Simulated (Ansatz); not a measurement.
# C2H3NSe: the cost of one run

Program: Ansatz 0.2.0, driven from Python. Level of theory: B3LYP/def2-SVP. These are calculated values, not measurements.

## Step 1: The structure

Bond lengths: Se1–C2 1.873 Å, C2–N3 1.382 Å, C2–C4 1.416 Å, N3–C4 1.417 Å, Se1–H5 1.574 Å, C4–H6 1.126 Å, C4–H7 1.069 Å. Angles: Se1–C2–N3 149.4°, Se1–C2–C4 149.6°, N3–C2–C4 60.9°, C2–Se1–H5 90.9°, C2–N3–C4 60.8°, C2–C4–N3 58.4°, C2–C4–H6 109.3°, C2–C4–H7 114.5°, N3–C4–H6 109.2°, N3–C4–H7 114.3°, H6–C4–H7 129.5°.

No structure file is read: the coordinates are typed or built in the script.

## Step 2: The code

Contents of run_bend.py:

```python
# -*- coding: utf-8 -*-
"""Bending curve of C2H3NSe."""

import ansatz as az
from ase import Atoms


def main():
    atoms = Atoms(["Se", "C", "N", "C", "H", "H", "H"], positions=[
        [-1.2893, -0.1967, -1.685],
        [-0.1944, -0.3622, -0.1749],
        [0.1045, -1.0008, 1.0137],
        [0.9721, 0.0129, 0.5354],
        [-2.1892, 0.8634, -0.9486],
        [0.7739, 0.966, 1.1004],
        [1.8839, -0.3507, 0.1132],
    ])

    # relax first, so that the scan starts from a minimum
    first = (
        az.Crystal.molecule_from_ase(atoms).calculation()
        .basis(gaussian="def2-SVP")
        .functional("b3lyp")
        .relax(force_tolerance=0.02, max_steps=80)
    )
    atoms.positions = first.run(threads=1, pin="off").report["positions_ang"]

    rows = []
    for angle in [90, 100, 110, 120, 135, 150, 165, 179]:
        bent = atoms.copy()
        bent.set_angle(1, 0, 4, angle, indices=[4])
        calc = (
            az.Crystal.molecule_from_ase(bent).calculation()
            .basis(gaussian="def2-SVP")
            .functional("b3lyp")
        )
        rows.append((angle, calc.run(threads=1, pin="off").report["free_energy_ev"]))
    floor = min(e for _, e in rows)
    for angle, e in rows:
        print(f"angle C1-Se0-H4 = {angle:3d} deg   {1000 * (e - floor):9.1f} meV")


if __name__ == "__main__":
    main()
```

## Step 3: What the engine is handed

The package turns the script's settings into the engine's input (first run):

```yaml
crystal:
  periodic: [false, false, false]
  atoms:
    - { symbol: Se, position_ang: [-1.2893, -0.1967, -1.685] }
    - { symbol: C, position_ang: [-0.1944, -0.3622, -0.1749] }
    - { symbol: "N", position_ang: [0.1045, -1.0008, 1.0137] }
    - { symbol: C, position_ang: [0.9721, 0.0129, 0.5354] }
    - { symbol: H, position_ang: [-2.1892, 0.8634, -0.9486] }
    - { symbol: H, position_ang: [0.7739, 0.966, 1.1004] }
    - { symbol: H, position_ang: [1.8839, -0.3507, 0.1132] }
basis:
  gaussian:
    orbitals: def2-SVP
hamiltonian:
  xc: b3lyp
relax:
  f_tol: 0.02
  max_steps: 80
```

## Step 4: Launch

On the command line:

```bash
$ python run_bend.py
```

Q: Estimate wall time and peak memory on 1 thread of Arm Neoverse V1, shared host.

About 82 s, with a peak of 0.26 GiB.
